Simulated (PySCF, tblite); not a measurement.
**C3H8ClGaGe: geometry, infrared bands and NMR shifts**

What infrared bands and NMR shifts should C3H8ClGaGe (`[Cl][GaH][CH2]/C=[CH]\[GeH3]`) show?

Programs: tblite 0.8.0 and PySCF 2.14.0, with density-fitted response routines of our own. Each step states its level of theory. These are calculated values for one molecule in the gas phase, unless marked as measured. Atoms count from 0, in the outputs and in this text.

### 1 The starting structure

14 atoms, charge 0, multiplicity 1; geometry from: force field or distance geometry start.

Bonds of the start (Å): Cl0–Ga1 2.46, Ga1–C2 1.90, C2–C3 1.50, C3–C4 1.33, C4–Ge5 1.92, Ga1–H6 1.57, C2–H7 1.13, C2–H8 1.11, C3–H9 1.11, C4–H10 1.08, Ge5–H11 1.56, Ge5–H12 1.54, Ge5–H13 1.56.

### 2 Optimising the geometry with GFN2-xTB

What the job is given:

```
{"job": {"kind": "relax", "xc": "GFN2-xTB", "basis": "xTB"}, "charge": 0, "multiplicity": 1}
Cl     2.633700     3.004600     0.419800
Ga     2.359700     0.660500    -0.257700
C      0.760100     0.373800     0.719700
C      0.316300    -1.040800     0.525700
C     -0.851700    -1.371300    -0.005500
Ge    -2.128600    -0.084700    -0.638900
H      3.874800     0.259900    -0.150300
H      0.080400     1.030700     0.102600
H      0.613500     0.586500     1.799900
H      0.954700    -1.885900     0.856000
H     -1.102200    -2.411700    -0.115400
H     -3.022500     0.342200     0.564600
H     -1.489100     1.195900    -1.197800
H     -2.999600    -0.660000    -1.804800
```

Launch:

```bash
> OMP_NUM_THREADS=1 python probes_run.py task.json out
```

The driver reads the jobs from task.json and runs them one after another.

**Question.** This job is followed by: GFN2-xTB harmonic vibrations, gas phase; GIAO PBE0/pcSseg-1 NMR shielding, non-relativistic, gas phase. Predict these results of the whole session: strongest single infrared mode (GFN2-xTB); zero-point energy (GFN2-xTB); 13C shifts against TMS (PBE0/pcSseg-1); 1H shifts against TMS (PBE0/pcSseg-1, means over atoms taken as alike); 35Cl shifts against HCl (PBE0/pcSseg-1); 73Ge shifts against GeMe4 (PBE0/pcSseg-1); shieldings of Ga (PBE0/pcSseg-1); surface potential, 1st and 99th percentile.

As calculated:

```
                                                              quantity                             value
                             strongest single infrared mode (GFN2-xTB)             2063 cm⁻¹, 422 km/mol
                                          zero-point energy (GFN2-xTB)                     53.7 kcal/mol
                                13C shifts against TMS (PBE0/pcSseg-1)            160.8, 120.9, 32.0 ppm
1H shifts against TMS (PBE0/pcSseg-1, means over atoms taken as alike)  7.44, 6.04, 5.99, 3.75, 2.29 ppm
                               35Cl shifts against HCl (PBE0/pcSseg-1)                           107 ppm
                             73Ge shifts against GeMe4 (PBE0/pcSseg-1)                          -254 ppm
                                      shieldings of Ga (PBE0/pcSseg-1)                    Ga1 1260.2 ppm
                                 surface potential, 1st and 99th percentile                -0.68 V and 2.05 V
```

In words: The optimisation took 133 steps and gained 1.765 eV; among the close pairs (by a distance rule), Cl0–Ga1 changed most, from 2.455 to 2.082 Å. No mode is imaginary among the 36: a minimum at this level. The strongest single mode, at 2063 cm⁻¹, moves mainly H13. Unscaled tight-binding wavenumbers are off by several per cent, some by more. Its intensities can rank the bands wrongly. At PBE0/pcSseg-1: The largest span, 413 ppm, is at Cl0, where the paramagnetic term is -306 ppm. At PBE0/pcSseg-1, counted by nearest atom on the grid, the HOMO lies on C4 31 %; C2, C3 about 15 % each, the LUMO on Ga1 44 %; H6, H12 about 13 % each. Spin-orbit coupling is left out, which matters for shieldings and couplings at and beside the heavy atoms.
